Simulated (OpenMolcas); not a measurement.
**Ir²⁺ among point charges: CASSCF levels and susceptibility**

How does a field of 6 point charges split the states of Ir²⁺, and what χT follows?

The numbers are computed with OpenMolcas 26.06 (state-averaged CASSCF, spin-orbit coupling by RASSI with atomic mean-field integrals), except any that are marked as measured or tabulated.

1 further run of the same task is left out (it didn't finish).

## 1. The atom as given

| Item | Value |
| --- | --- |
| Species | Ir²⁺ (iridium, Z = 77, 75 electrons) |
| Basis | ANO-RCC-VDZP [7s6p4d2f], 59 functions |
| Scalar Hamiltonian | DKH2, point nucleus |
| Inactive shells | 1s 2s 2p 3s 3p 3d 4s 4p 4d 4f 5s 5p |
| Active space | 7 electrons in 5 orbitals (5d) |
| Some configurations of this space | 5d7 |
| Orbitals | optimised for each spin and parity, averaged over all roots |

The outer shells:

5d7
```
5d [↑↓][↑↓][↑ ][↑ ][↑ ]
```

The ion sits among 6 point charges of -1.7 e arranged as a trigonal prism (D3h), 1.93 Å from the ion, with a polar angle of 53.0° against the regular 49.1°. The active orbitals were held to one l.

Each step is its own input file, run in one work folder so that later steps find the files of earlier ones. Labels, J, g values, rates, χT and fits are worked out afterwards by a script from the matrices that RASSI stores.

## 2. Basis and integrals

The input, a.inp:

```
&GATEWAY
Coord
1

Ir 0.0 0.0 0.0
Basis=ANO-RCC-VDZP
Group=NoSym
NoMove
AngMom=0.0 0.0 0.0
AMFI
XField
6 Angstrom 0
1.541934 0.000000 1.160750 -1.700000
-0.770967 1.335354 1.160750 -1.700000
-0.770967 -1.335354 1.160750 -1.700000
1.541934 0.000000 -1.160750 -1.700000
-0.770967 1.335354 -1.160750 -1.700000
-0.770967 -1.335354 -1.160750 -1.700000
&SEWARD
```

On the command line:

```bash
OMP_NUM_THREADS=1 MOLCAS_MEM=1689 MOLCAS_PROJECT=a pymolcas a.inp > a.log
```

## 3. CASSCF: quartets, 10 roots

The input, a.inp:

```
&RASSCF
FileOrb=start.orb
Symmetry=1
Spin=4
nActEl=7 0 0
Inactive=34
Ras2=5
CIRoot=10 10 1
SDav=10
CIMx=300
Iter=120 100
PrWF=0.3
OrbListing=Nothing
MaxOrb=0
SupSym
1
20 10 11 12 13 14 19 20 21 22 23 35 36 37 38 39 48 49 50 51 52
>>> COPY $Project.JobIph JOB001
```

start.orb holds the contracted functions of the basis, ordered by shell, or the orbitals of the step before.

## 4. Reference wave functions, doublets, 40 roots

The input, a.inp:

```
&RASSCF
FileOrb=start.orb
Symmetry=1
Spin=2
nActEl=7 0 0
Inactive=34
Ras2=5
CIRoot=40 40 1
SDav=40
CIMx=300
Iter=120 100
PrWF=0.3
OrbListing=Nothing
MaxOrb=0
SupSym
1
20 10 11 12 13 14 19 20 21 22 23 35 36 37 38 39 48 49 50 51 52
>>> COPY $Project.JobIph JOB002
```

## 5. RASSI: spin-orbit coupling between the states

The input, a.inp:

```
&RASSI
NrOfJobIphs=2 10 40
1 2 3 4 5 6 7 8 9 10
1 2 3 4 5 6 7 8 9 10 11 12 13 14 15 16 17 18 19 20 21 22 23 24 25 26 27
28 29 30 31 32 33 34 35 36 37 38 39 40
IphNames
JOB001
JOB002
EJob
SpinOrbit
DIPRint=1.0
SOCoupling=1000.0
Subsets=2
Property=9
'ANGMOM' 1 'ANGMOM' 2 'ANGMOM' 3 'MLTPL  1' 1 'MLTPL  1' 2 'MLTPL  1' 3
'AMFI' 1 'AMFI' 2 'AMFI' 3
SOProperty=3
'ANGMOM' 1 'ANGMOM' 2 'ANGMOM' 3
```

Before running it: what results should come out? Wanted: spin-free ground state; first state of the same spin within the active space; lowest level; next level.

As calculated:

```
                                            quantity                              value
                                              method                             CASSCF
                              spin-free ground state     4E, 2-fold in its orbital part
first state of the same spin within the active space                    4E at 9700 cm⁻¹
                                        lowest level  2-fold E1/2, g = 0.00, 0.00, 9.80
                                          next level                         716.2 cm⁻¹
                                         χT at 300 K                     3.76 cm³ K/mol
                           effective moment at 300 K                            5.48 μB
```

In words: The spin-free ground state (4E) comes to 100 % from free-ion F terms and keeps the highest spin of the shell. χT at 300 K is 3.76, against 1.88 cm³ K/mol for the spin alone, so orbital moment adds to it. An active space of the d shell alone favours high spin; real ions in strong fields can be low spin. The field of point charges can differ much from that of real complexes. With metal d orbitals alone active, the gaps between spin states are rough; where two lie within a few thousand cm-1, their order is open. Point charges carry no covalency, so the field is a model and not that of real ligands.
